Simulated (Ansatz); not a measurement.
# (H2In-mu-Cl)2 (In₂H₄Cl₂): one molecule under many settings

How do the results and run time of (H2In-mu-Cl)2 (In₂H₄Cl₂) respond when the settings are drawn wide?

The runs use Ansatz 0.2.0, Gaussian basis; the settings change from run to run.

1 further run of the same task is left out (set aside as unsound or not needed).

**1. The molecule**

The structure was relaxed beforehand with PBE0-D4/def2-SVP. In takes a core potential in def2 sets; no spin-orbit term is included.

8 atoms, charge 0, spin multiplicity 1.

Atoms are counted from 1 here; the program's logs count them from 0.

Bond lengths: In1–H2 1.707 Å, In1–H3 1.707 Å, In1–Cl4 2.579 Å, In1–Cl8 2.579 Å, Cl4–In5 2.579 Å, In5–H6 1.707 Å, In5–H7 1.707 Å, In5–Cl8 2.579 Å. Angles: H2–In1–H3 139.9°, H2–In1–Cl4 104.4°, H2–In1–Cl8 104.5°, H3–In1–Cl4 104.4°, H3–In1–Cl8 104.4°, Cl4–In1–Cl8 86.7°, In1–Cl4–In5 93.3°, Cl4–In5–H6 104.4°, Cl4–In5–H7 104.4°, Cl4–In5–Cl8 86.7°, H6–In5–H7 139.9°, H6–In5–Cl8 104.4°, H7–In5–Cl8 104.4°, In1–Cl8–In5 93.3°.

**2. BCCD(T)/def2-SVP**

Options: a point charge of 2.00 e beside it.

The input, in.yaml:

```yaml
crystal:
  periodic: [false, false, false]
  atoms:
    - {symbol: In, position_ang: [-0.466515, 0.670218, -1.687608]}
    - {symbol: H, position_ang: [0.129199, 2.259099, -1.876227]}
    - {symbol: H, position_ang: [-1.354901, -0.503086, -2.553182]}
    - {symbol: Cl, position_ang: [1.508690, -0.639829, -0.671129]}
    - {symbol: In, position_ang: [0.466123, -0.670948, 1.687424]}
    - {symbol: H, position_ang: [1.354293, 0.496355, 2.561251]}
    - {symbol: H, position_ang: [-0.132626, -2.259845, 1.866328]}
    - {symbol: Cl, position_ang: [-1.504273, 0.648036, 0.673162]}
basis:
  gaussian: {orbitals: def2-SVP, point_charges: [{charge: 2.00, position_ang: [4.078, 0.089, 0.174]}]}
hamiltonian: {xc: {name: HF}}
correlation: {method: bccd_t}
```

The run is started by

```sh
ansatz run in.yaml --threads 4 --pin off --events-out ev --progress --plain --max-ram 3916MiB
```

Standard output:

```text
Functional definition: HF
  name "HF"
  cite "Fock, Z. Phys. 61, 126 (1930) doi:10.1007/BF01340294"
  parent pbe
  exchange = exact_x
  correlation = 0
1198 factors; integrals over basis functions are off by at most 3.3e-4 eV
mean field evaluation 1: about -35363.1549 eV, gradient 1.8e1 eV
mean field evaluation 2: about -35363.1808 eV, gradient 1.8e1 eV
mean field evaluation 4: about -35364.5248 eV, gradient 1.5e0 eV
mean field evaluation 8: about -35364.5373 eV, gradient 4.5e-4 eV
mean field -35364.53731331 eV, -1299.6227753199 hartree, gradient 2.6e-6 eV, S^2 0.000000; 0 other end points of the search recorded, 0 dependent functions left out
18 core orbitals not correlated: weight in the atoms' cores, before any rotation towards them, 1.000 or more for the frozen orbitals, at most 0.000 for the correlated occupied ones
reference -35364.53731331 eV, -1299.6227753199 hartree; 22, 22 occupied and 68, 68 virtual orbitals, 1198 factors
second order -12.38724987 eV of doubles, -0.00000000 eV of singles
cycle   1  -13.43634236 eV  change    -1.0e0 eV  update   8.8e-2
cycle   2  -13.83140069 eV  change   -4.0e-1 eV  update   2.9e-2
cycle   3  -13.87798491 eV  change   -4.7e-2 eV  update   1.1e-2
cycle   4  -13.87218435 eV  change    5.8e-3 eV  update   3.1e-3
cycle   5  -13.87052665 eV  change    1.7e-3 eV  update   1.1e-3
cycle   6  -13.87035784 eV  change    1.7e-4 eV  update   3.7e-4
cycle   7  -13.87041378 eV  change   -5.6e-5 eV  update   1.1e-4
cycle   8  -13.87046099 eV  change   -4.7e-5 eV  update   3.4e-5
perturbative correction -0.34797139 eV, -0.0127877127 hartree
Total energy: -35378.75574569 eV, -1300.1452930723 hartree
```

Wall time 15 s (4 threads of Arm Neoverse N1, shared host); peak memory 0.67 GiB.

**3. wPBEh/def2-TZVP**

in.yaml, as its differences from that of step 2:

```diff
@@ -12,4 +12,4 @@
 basis:
-  gaussian: {orbitals: def2-SVP, point_charges: [{charge: 2.00, position_ang: [4.078, 0.089, 0.174]}]}
-hamiltonian: {xc: {name: HF}}
-correlation: {method: bccd_t}
+  gaussian: {orbitals: def2-TZVP}
+hamiltonian: {xc: {name: wPBEh}}
+scf: {omitted_lower_state_checks: [starts]}
```

Launched as before.

Standard output (excerpt; [...] marks lines left out):

```text
Functional definition: wPBEh
  name "wPBEh"
  cite "Heyd, Scuseria & Ernzerhof, J. Chem. Phys. 118, 8207 (2003) doi:10.1063/1.1564060"
  cite "Krukau, Vydrov, Izmaylov & Scuseria, J. Chem. Phys. 125, 224106 (2006) doi:10.1063/1.2404663"
  cite "Heyd & Scuseria, J. Chem. Phys. 120, 7274 (2004) doi:10.1063/1.1668634"
  cite "Ernzerhof & Perdew, J. Chem. Phys. 109, 3313 (1998) doi:10.1063/1.476928"
  cite "Perdew, Burke & Ernzerhof, Phys. Rev. Lett. 77, 3865 (1996) doi:10.1103/PhysRevLett.77.3865"
  parent pbe
[...]
1674 factors; their error is unknown
98 factors; integrals over basis functions are off by at most 4.1e-7 eV
[...]
mean field -35454.54657200 eV, -1302.9305545663 hartree, gradient 4.4e-5 eV, S^2 0.000000; 0 other end points of the search recorded, 0 dependent functions left out
reference -35454.54663357 eV, -1302.9305568289 hartree; 40, 40 occupied and 158, 158 virtual orbitals, 1674 factors
Total energy: -35454.54663357 eV, -1302.9305568289 hartree
Checks for a lower state left out: starts
```

Run time: 6 s. Hardware: 4 threads of Arm Neoverse N1, shared host; peak memory 0.58 GiB.

**4. r2SCAN50/def2-mTZVP**

Set apart from the defaults: coordinates scaled by 1.05, D4 dispersion, high accuracy.

The input, in.yaml:

```yaml
crystal:
  periodic: [false, false, false]
  atoms:
    - {symbol: In, position_ang: [-0.489841, 0.703728, -1.771989]}
    - {symbol: H, position_ang: [0.135659, 2.372054, -1.970038]}
    - {symbol: H, position_ang: [-1.422646, -0.528241, -2.680841]}
    - {symbol: Cl, position_ang: [1.584125, -0.671820, -0.704685]}
    - {symbol: In, position_ang: [0.489429, -0.704495, 1.771796]}
    - {symbol: H, position_ang: [1.422007, 0.521173, 2.689314]}
    - {symbol: H, position_ang: [-0.139257, -2.372837, 1.959644]}
    - {symbol: Cl, position_ang: [-1.579487, 0.680438, 0.706820]}
basis:
  gaussian: {orbitals: def2-mTZVP}
hamiltonian: {xc: {name: r2SCAN50}, dispersion: d4}
accuracy: high
scf: {omitted_lower_state_checks: [starts]}
output: {forces: true}
```

Same command.

Standard output (excerpt; [...] marks lines left out):

```text
Functional definition: r2SCAN50
  name "r2SCAN50"
  cite "Bursch, Neugebauer, Ehlert & Grimme, J. Chem. Phys. 156, 134105 (2022) doi:10.1063/5.0086040"
  cite "Furness, Kaplan, Ning, Perdew & Sun, J. Phys. Chem. Lett. 11, 8208 (2020) doi:10.1021/acs.jpclett.0c02405"
  cite "Furness, Kaplan, Ning, Perdew & Sun, J. Phys. Chem. Lett. 11, 9248 (2020) doi:10.1021/acs.jpclett.0c03077"
  parent r2scan
[...]
2745 factors; integrals over basis functions are off by at most 8.0e-9 eV
[...]
mean field -35459.33325074 eV, -1303.1064617655 hartree, gradient 3.4e-8 eV, S^2 0.000000; 0 other end points of the search recorded, 0 dependent functions left out
[...]
reference -35459.33325166 eV, -1303.1064617991 hartree; 40, 40 occupied and 88, 88 virtual orbitals, 2745 factors
Total energy: -35459.41392078 eV, -1303.1094263345 hartree
Atom 0 at    -0.489841     0.703728    -1.771989 Å, force     0.053901    -0.076201     0.193717 eV/Å
Atom 1 at     0.135659     2.372054    -1.970038 Å, force    -0.414437    -1.144958     0.169763 eV/Å
Atom 2 at    -1.422646    -0.528241    -2.680841 Å, force     0.642389     0.821161     0.651430 eV/Å
Atom 3 at     1.584125    -0.671820    -0.704685 Å, force    -0.951342     0.402917     0.423020 eV/Å
Atom 4 at     0.489429    -0.704495     1.771796 Å, force    -0.053141     0.077666    -0.193304 eV/Å
Atom 5 at     1.422007     0.521173     2.689314 Å, force    -0.641819    -0.816910    -0.657519 eV/Å
Atom 6 at    -0.139257    -2.372837     1.959644 Å, force     0.416335     1.145261    -0.162622 eV/Å
Atom 7 at    -1.579487     0.680438     0.706820 Å, force     0.948115    -0.408936    -0.424483 eV/Å
Dipole moment:    -0.001138    -0.002122    -0.000533 e Å
Checks for a lower state left out: starts
```

It took 26 s on 4 threads of Arm Neoverse N1, shared host; peak memory 0.8 GiB.

Largest force 1.229 eV/Å, dipole 0.01 D.

**5. All runs side by side**

| level | charge | multiplicity | geometry | functions | energy (eV) | time |
| --- | --- | --- | --- | --- | --- | --- |
| BCCD(T)/def2-SVP | 0 | 1 | relaxed, point charge | 108 | -35378.756 | 15 s |
| wPBEh/def2-TZVP | 0 | 1 | relaxed | 198 | -35454.547 | 6 s |
| r2SCAN50/def2-mTZVP | 0 | 1 | scaled | 128 | -35459.414 | 26 s |

**6. Results**

| quantity | value |
| --- | --- |
| runs | 3 |
| quickest | wPBEh/def2-TZVP, 6 s |
| slowest | r2SCAN50/def2-mTZVP, 26 s |

In words: The runs differ in state or geometry as well as level, so their energies can't be set against each other. Run time spans a factor of 4, from wPBEh/def2-TZVP to r2SCAN50/def2-mTZVP. The jobs differ in tasks and options as well as level.
